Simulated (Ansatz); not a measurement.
Write the native input for Ansatz 0.2.0 that does the following.

```yaml
Task: relaxation of cell and atoms
Functional: PBE
Potentials_or_basis: SPMS NC
Cutoff: "707 eV (not typed: the program's choice for these potentials)"
k_mesh: 10 × 10 × 10
Occupations: fermi-dirac, width 0.05 eV
Spin: no spin polarisation
```

The system is BeAl3.

```
CELL_PARAMETERS angstrom
-1.94219 1.94219 3.85189
1.94219 -1.94219 3.85189
1.94219 1.94219 -3.85189
ATOMIC_POSITIONS crystal
Al 0.50000 0.50000 0.00000
Al 0.25000 0.75000 0.50000
Al 0.75000 0.25000 0.50000
Be 0.00000 0.00000 0.00000
```

The cell comes from a database or a generator and needn't be the stable form of this composition.

One way to write it, as run:

input.yaml

```yaml
crystal:
  lattice:
    - [-1.942191, 1.942191, 3.851893]
    - [1.942191, -1.942191, 3.851893]
    - [1.942191, 1.942191, -3.851893]
  atoms:
    - { symbol: Al, position: [0.5, 0.5, 0.0] }
    - { symbol: Al, position: [0.25, 0.75, 0.5] }
    - { symbol: Al, position: [0.75, 0.25, 0.5] }
    - { symbol: Be, position: [0.0, 0.0, 0.0] }
hamiltonian:
  xc: pbe
  pseudopotentials: { kind: nc, source: spms }
kpoints:
  mp_grid: { grid: [10, 10, 10] }
scf:
  occupations: { method: fermi_dirac, width: 0.05 }
output:
  forces: true
  stress: true
  eigenvalues: true
relax:
  f_tol: 0.01
  max_steps: 40
  cell: { stress_tol: 0.05 }
```

Potentials or basis: SPMS NC.

Command:

```console
$ ansatz run input.yaml --threads 2 --pin off --max-ram 5632MiB --backend cpu --events-out ev --progress --plain --runs-dir out
```

It gave:

```yaml
Relaxed_volume: 14.61 Å³/atom
Relaxed_cell: a = 4.749 Å, b = 4.749 Å, c = 4.749 Å, α = 131.74°, β = 131.74°, γ = 70.64°
Space_group_after_relaxing_to_0.05_Å: I4/mmm (No. 139)
Energy_gained_by_relaxing: 0.3 meV/atom
Ionic_steps: 4
Pressure_after_relaxing: 0.0 GPa
Band_gap_on_the_k_mesh: none (metal or under the smearing width)
```

Caveat: the plane-wave basis is chosen anew once the cell has moved, so the energies of steps on either side of that aren't comparable.

Run time: 19 s on 2 threads of Intel(R) Xeon(R) Platinum 8259CL CPU @ 2.50GHz (Skylake/Cascade Lake) (shared host), peak memory 0.51 GiB.
